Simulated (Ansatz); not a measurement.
# Fe2As: the cost of one run

Method: DFT PBEsol, scalar-relativistic, plane waves, PAW, in Ansatz 0.2.0.

2 further runs of the same task are left out: 2 set aside as unsound or not needed.

### 1 Starting point

Symmetry: P4/nmm, No. 129, tetragonal system. Conventional cell: a = 3.570 Å, b = 3.570 Å, c = 5.765 Å, α = 90.00°, β = 90.00°, γ = 90.00°. Around Fe (site symmetry -4m2) lie 4 As at 2.36 Å and 8 Fe at 2.52 to 2.58 Å. Around Fe (site symmetry 4mm) lie 5 As at 2.35 to 2.54 Å and 4 Fe at 2.58 Å. As (site symmetry 4mm) is surrounded by 9 Fe at 2.35 to 2.54 Å.

Structure file:

```
CELL_PARAMETERS angstrom
3.57028 0.00000 0.00000
0.00000 3.57028 0.00000
0.00000 0.00000 5.76480
ATOMIC_POSITIONS crystal
Fe 0.00000 0.00000 0.00000
Fe 0.50000 0.50000 0.00000
Fe 0.00000 0.50000 0.32296
Fe 0.50000 0.00000 0.67704
As 0.00000 0.50000 0.73136
As 0.50000 0.00000 0.26864
```

This cell was relaxed beforehand with the same method: volume 12.25 Å³/atom, gap on the mesh none (metal), site moments up to 2.2 μB.

### 2 Electronic structure at the relaxed geometry

File input.yaml:

```yaml
crystal:
  lattice:
    - [3.57028423, 0.0, 0.0]
    - [0.0, 3.57028423, 0.0]
    - [0.0, 0.0, 5.7648048712]
  atoms:
    - { symbol: Fe, position: [0.0, 0.0, 0.0], spin: 1.13 }
    - { symbol: Fe, position: [0.5, 0.5, 0.0], spin: 1.13 }
    - { symbol: Fe, position: [0.0, 0.5, 0.3229629603], spin: 2.37 }
    - { symbol: Fe, position: [0.5, 0.0, 0.6770370397], spin: 2.37 }
    - { symbol: As, position: [0.0, 0.5, 0.7313632604] }
    - { symbol: As, position: [0.5, 0.0, 0.2686367396] }
basis:
  ecutwfc: 420
kpoints:
  mp_grid: { grid: [10, 10, 6] }
  band_path:
    path:
      - [[0.0, 0.0, 0.0], [0.0, 0.5, 0.0], [0.5, 0.5, 0.0], [0.0, 0.0, 0.0], [0.0, 0.0, 0.5], [0.0, 0.5, 0.5], [0.5, 0.5, 0.5], [0.0, 0.0, 0.5]]
      - [[0.0, 0.5, 0.0], [0.0, 0.5, 0.5]]
      - [[0.5, 0.5, 0.0], [0.5, 0.5, 0.5]]
    npoints: 14
hamiltonian:
  xc: pbesol
scf:
  occupations: { method: gaussian, width: 0.1 }
  n_extra_bands: 15
output:
  forces: true
  stress: true
  eigenvalues: true
  populations: true
  dos: { projected: true, de: 0.02, nscf_kmesh: { grid: [15, 15, 9] } }
  bader: true
  write_density: true
  write_potential: true
  elf: true
  volumetric_format: npy
magnetization:
  spin_polarized: true
checkpoint:
  read: start.run
  write: ck
  compress: false
  write_wavefunctions: false
  write_every: 100000
```

Started as:

```console
$ ansatz run input.yaml --threads 2 --pin off --max-ram 5120MiB --backend cpu --events-out ev --progress --plain --runs-dir out
```

**Question.** How long does this run take on 2 threads of Intel Xeon 6975P-C (Granite Rapids), shared host, and how much memory does it need?

About 50 s, with a peak of 0.94 GiB.
